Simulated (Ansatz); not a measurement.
# CH₆GeTe: up Jacob's ladder to CCSD(T)

One table from this session's results is given with a row withheld; the runs are named, their logs left out.

Method: functionals in def2-TZVPP, the program's frozen cores in correlated methods; program: Ansatz 0.2.0, Gaussian basis.

Levels to be run: PBE-D4, r2SCAN-D4, PBE0-D4, B3LYP-D4, ωB97X-V, ωB97M-V, B2PLYP; CCSD(T)/def2-TZVPP; MP2/def2-QZVPP; extrapolation to the limit.

## The relaxed structure

All runs share one geometry, relaxed beforehand with PBE0-D4 in a triple-zeta def2 set. Te takes the def2 core potential; no spin-orbit term is included.

SMILES `[CH3][GeH2][TeH]`, 9 atoms, charge 0, spin multiplicity 1.

Atoms are counted from 1 here; the program's logs count them from 0.

Bond lengths: C1–Ge2 1.950 Å, C1–H4 1.092 Å, C1–H5 1.090 Å, C1–H6 1.090 Å, Ge2–Te3 2.564 Å, Ge2–H7 1.539 Å, Ge2–H8 1.539 Å, Te3–H9 1.658 Å. Angles: Ge2–C1–H4 110.0°, Ge2–C1–H5 109.8°, Ge2–C1–H6 109.9°, H4–C1–H5 109.3°, H4–C1–H6 108.9°, H5–C1–H6 108.8°, C1–Ge2–Te3 111.1°, C1–Ge2–H7 111.4°, C1–Ge2–H8 110.9°, Te3–Ge2–H7 104.3°, Te3–Ge2–H8 109.5°, H7–Ge2–H8 109.4°, Ge2–Te3–H9 91.5°.

Set-up of the first run:

Input file in.yaml:

```yaml
crystal:
  periodic: [false, false, false]
  atoms:
    - {symbol: C, position_ang: [-0.541152, 0.934868, -0.692314]}
    - {symbol: Ge, position_ang: [0.398099, -0.722672, -0.274217]}
    - {symbol: Te, position_ang: [1.418823, -0.637226, 2.076776]}
    - {symbol: H, position_ang: [-0.942143, 0.890716, -1.706856]}
    - {symbol: H, position_ang: [0.144086, 1.778537, -0.612691]}
    - {symbol: H, position_ang: [-1.364244, 1.082453, 0.007209]}
    - {symbol: H, position_ang: [1.604721, -0.935877, -1.205433]}
    - {symbol: H, position_ang: [-0.548116, -1.932221, -0.379458]}
    - {symbol: H, position_ang: [-0.081574, -0.504781, 2.769883]}
basis:
  gaussian: {orbitals: def2-TZVPP}
hamiltonian: {xc: pbe, dispersion: d4}
output: {forces: true, orbitals: {seedname: orbitals}}
```

Launch:

```
> ansatz run in.yaml --threads 4 --pin off --events-out ev --progress --plain --max-ram 10444MiB
```

Steps of the session up to this table: PBE-D4 (GGA); r2SCAN-D4 (meta-GGA); PBE0-D4 (hybrid); B3LYP-D4 (hybrid); ωB97X-V (range-separated); ωB97M-V (range-separated); B2PLYP (double hybrid); CCSD(T) in def2-TZVPP; MP2 in def2-QZVPP.

One table of the session follows, with a row left open; its other results are not shown here.

```
            method  atomisation energy (eV)
            PBE-D4                   28.015
         r2SCAN-D4                   27.950
           PBE0-D4                   27.805
          B3LYP-D4                   27.869
           ωB97X-V                   28.072
           ωB97M-V                   27.758
            B2PLYP                   27.547
     HF/def2-TZVPP                        ?
    MP2/def2-TZVPP                   27.358
   CCSD/def2-TZVPP                   27.151
CCSD(T)/def2-TZVPP                   27.507
           MP2/CBS                   28.026
       CCSD(T)/CBS                   28.176
```

Q: Estimate the row for HF/def2-TZVPP from the others.

As computed: atomisation energy (eV): 20.456. In the column «atomisation energy (eV)» it is the lowest.
